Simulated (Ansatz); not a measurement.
**GeAsH₄+ (triplet): from Hartree-Fock to the top rungs, cc-pVDZ**

One table from this session's results is given with a row withheld; the runs are named, their logs left out.

The runs use Ansatz 0.2.0, Gaussian basis; cc-pVDZ, core rule «outside noble gas», up to 28 orbitals frozen.

The runs, in order: UHF; CCSD(T) on ROHF; CCSD(T) on UHF; BCCD(T) on ROHF; CISD; CCSDT(Q) on ROHF; CCSDT(Q) on UHF.

18 further runs of the same task are left out: 10 that didn't finish, 8 set aside as unsound or not needed.

## The geometry

The geometry is a PBE0/def2-TZVP stationary point (not a proven minimum) of the parent state, kept for this charge and spin. No spin-orbit coupling is included. The filled d shell of Ge, As may be among the frozen orbitals whatever the setting's name suggests; the logs give the count.

6 atoms, charge 1, spin multiplicity 3.

Atoms are counted from 1 here; the program's logs count them from 0.

Bond lengths: Ge1–As2 2.420 Å, Ge1–H3 1.549 Å, Ge1–H4 1.550 Å, As2–H5 1.521 Å, As2–H6 1.521 Å. Angles: As2–Ge1–H3 108.8°, As2–Ge1–H4 108.8°, H3–Ge1–H4 107.8°, Ge1–As2–H5 94.1°, Ge1–As2–H6 94.1°, H5–As2–H6 92.9°.

As a file:

```
Ge   -0.06084   -0.00005    1.22172
As    0.06684    0.00024   -1.19531
H     0.67790    1.25077    1.76083
H     0.67481   -1.25324    1.75990
H    -0.96171   -1.10870   -1.35801
H    -0.97488    1.09656   -1.35996
```

Set-up of the first run:

in.yaml reads:

```yaml
crystal:
  periodic: [false, false, false]
  atoms:
    - {symbol: Ge, position_ang: [-0.060841, -0.000045, 1.221717]}
    - {symbol: As, position_ang: [0.066843, 0.000240, -1.195312]}
    - {symbol: H, position_ang: [0.677902, 1.250767, 1.760825]}
    - {symbol: H, position_ang: [0.674814, -1.253239, 1.759897]}
    - {symbol: H, position_ang: [-0.961710, -1.108698, -1.358010]}
    - {symbol: H, position_ang: [-0.974884, 1.096560, -1.359962]}
basis:
  gaussian: {orbitals: cc-pVDZ}
total_charge: 1
magnetization: {spin_polarized: true, initial_magnetization: 2}
hamiltonian: {xc: hf}
output: {orbitals: {seedname: orbitals}}
```

Launch:

```console
$ ansatz run in.yaml --threads 1 --pin off --events-out ev --progress --plain --max-ram 2393MiB
```

Among the steps run: UHF; CCSD(T) on ROHF; CCSD(T) on UHF; BCCD(T) on ROHF; CISD; CCSDT(Q) on ROHF; CCSDT(Q) on UHF.

One table of the session follows, with a row left open; its other results are not shown here.

It belongs to the step «Misses and costs». 

```
   method  from UCCSDT(Q) (kJ/mol)
     ROHF                   +584.0
      UHF                   +572.6
     RMP2                   +130.1
     UMP2                   +128.8
     CISD                    +66.1
    RCCSD                    +19.4
    UCCSD                    +18.4
 RCCSD(T)                     +4.7
 UCCSD(T)                     +3.9
  BCCD(T)                     +4.6
   RCCSDT                     +1.4
   UCCSDT                        ?
RCCSDT(Q)                     +0.8
UCCSDT(Q)                        0
```

Estimate the missing values for UCCSDT.

The run gave: from UCCSDT(Q) (kJ/mol): +0.6. In the column «from UCCSDT(Q) (kJ/mol)» it lies between UCCSDT(Q) (0) and RCCSDT(Q) (+0.8).

Limits of these values: Restricted and unrestricted rows rest on different reference determinants; where their highest levels disagree by more than a few hundredths of an eV, they describe different states and don't form one ladder.
